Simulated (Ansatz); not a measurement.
Run this with Ansatz 0.2.0 through its Python package and show what comes out.

The script, `torsion_c2h4bclo.py`:
```python
# -*- coding: utf-8 -*-
"""Energy of C2H4BClO as one group turns about a bond."""

import ansatz as az
from ase import Atoms

atoms = Atoms(["C", "C", "O", "B", "Cl", "H", "H", "H", "H"], positions=[
    (1.0243, 0.0659, 0.8387),
    (-0.102, -0.1686, 0.0857),
    (-0.9794, -1.2148, 0.4196),
    (-0.3538, 0.6951, -1.1909),
    (-1.9126, 0.2919, -2.2267),
    (1.6442, 0.94, 0.5685),
    (1.2288, -0.4756, 1.7107),
    (-0.7381, -1.7784, 1.2413),
    (0.2772, 1.5983, -1.4639),
])

# relax first, so that the scan starts from a minimum
first = (
    az.Crystal.molecule_from_ase(atoms).calculation()
    .basis(gaussian="6-31G*")
    .functional("pbe")
    .scf(lower_state_search="off")
    .relax(force_tolerance=0.02, max_steps=80)  # relax until the tolerances are met
)
atoms.positions = first.run(threads=1, pin="off").report["positions_ang"]

start = atoms.get_dihedral(2, 1, 0, 5)
energies = {}
for turn in range(0, 360, 30):
    turned = atoms.copy()
    turned.set_dihedral(2, 1, 0, 5, start + turn, indices=[0, 5, 6])
    calculation = (
        az.Crystal.molecule_from_ase(turned).calculation()
        .basis(gaussian="6-31G*")
        .functional("pbe")
        .scf(lower_state_search="off")
    )
    energies[round((start + turn) % 360)] = calculation.run(threads=1, pin="off").report["free_energy_ev"]
floor = min(energies.values())
print("dihedral O2-C1-C0-H5 (deg)   E - E(min) (kJ/mol)")
for angle, e in sorted(energies.items()):
    print(f"{angle:8d} {96.485332 * (e - floor):14.3f}  " + "#" * int(30 * (e - floor) / max(max(energies.values()) - floor, 1e-9)))
```

```console
$ python torsion_c2h4bclo.py
dihedral O2-C1-C0-H5 (deg)   E - E(min) (kJ/mol)
      30         36.721  ###
      60        141.146  ##############
      90        301.233  ##############################
     120        141.207  ##############
     150         36.218  ###
     180          0.000
     210         35.862  ###
     240        140.555  #############
     270        300.864  #############################
     300        141.799  ##############
     330         37.078  ###
     360          1.084
```

Reading the output:
- The settings weren't tested for convergence.
- The scan is rigid and the energies are electronic, in a modest basis. With rigid groups the curve can differ much from the relaxed path, the start wasn't checked as a minimum of this torsion, and equivalent turns needn't return to the same energy.
- The whole script took 29 s on 1 thread of Arm Neoverse V1, with other jobs on the host, peak memory 0.21 GiB.

(A comment or docstring line of the script was reworded after the run, the code is as it ran; lines on the test bed's own set-up are left out of the output.)
